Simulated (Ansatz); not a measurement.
PBr under changes of volume

One of the cells (39.976 Å³/atom); the others are scaled copies at fixed shape and fractional positions:

```
CELL_PARAMETERS angstrom
4.93856 0.00000 0.00000
-2.06239 5.19450 0.00000
-0.69678 -0.65377 6.23326
ATOMIC_POSITIONS crystal
Br 0.66580 0.85501 0.24276
Br 0.33420 0.14499 0.75724
P 0.64072 0.49976 0.63187
P 0.35928 0.50024 0.36813
```

The cell comes from a database or a generator and needn't be the stable form of this composition.

```yaml
Program: Ansatz 0.2.0
Functional: PBE
Potentials_or_basis: Ansatz PAW
Cutoff: "420 eV (not typed: the program's choice for these potentials)"
k_mesh: 6 × 5 × 5
Occupations: fermi-dirac, width 0.05 eV
Spin: no spin polarisation
```

```csv
volume (Å³/atom),energy over the lowest point (meV/atom),pressure (GPa),largest force (eV/Å)
37.577,?,?,?
38.377,7.45,1.4,0.693
39.176,2.25,0.7,0.361
39.976,0.00,0.2,0.079
40.775,0.40,-0.3,0.245
41.575,3.18,-0.8,0.510
42.375,8.12,-1.2,0.758
```

**Question.** What does the run at 37.577 Å³/atom give?

**Answer.** Energy over the lowest point 15.93 meV/atom; pressure 2.0 GPa; largest force 1.051 eV/Å.

Worked out: A Birch-Murnaghan fit of order 3 (a polynomial in V^(-2/3)) to the other rows has its minimum at 40.25 Å³/atom with B0 = V·E''(V) = 26 GPa and B' = 4.3 at fixed shape and positions, which overstates the stiffness. It gives 15.93 meV/atom at 37.577 Å³/atom, against the run's 15.93, and -dE/dV = 2.1 GPa, against 2.0.

Energies are extrapolated to zero smearing.

Caveats: forces of over 1 eV/Å show positions far from the minimum, so gaps and moduli don't describe the material at rest (some runs).
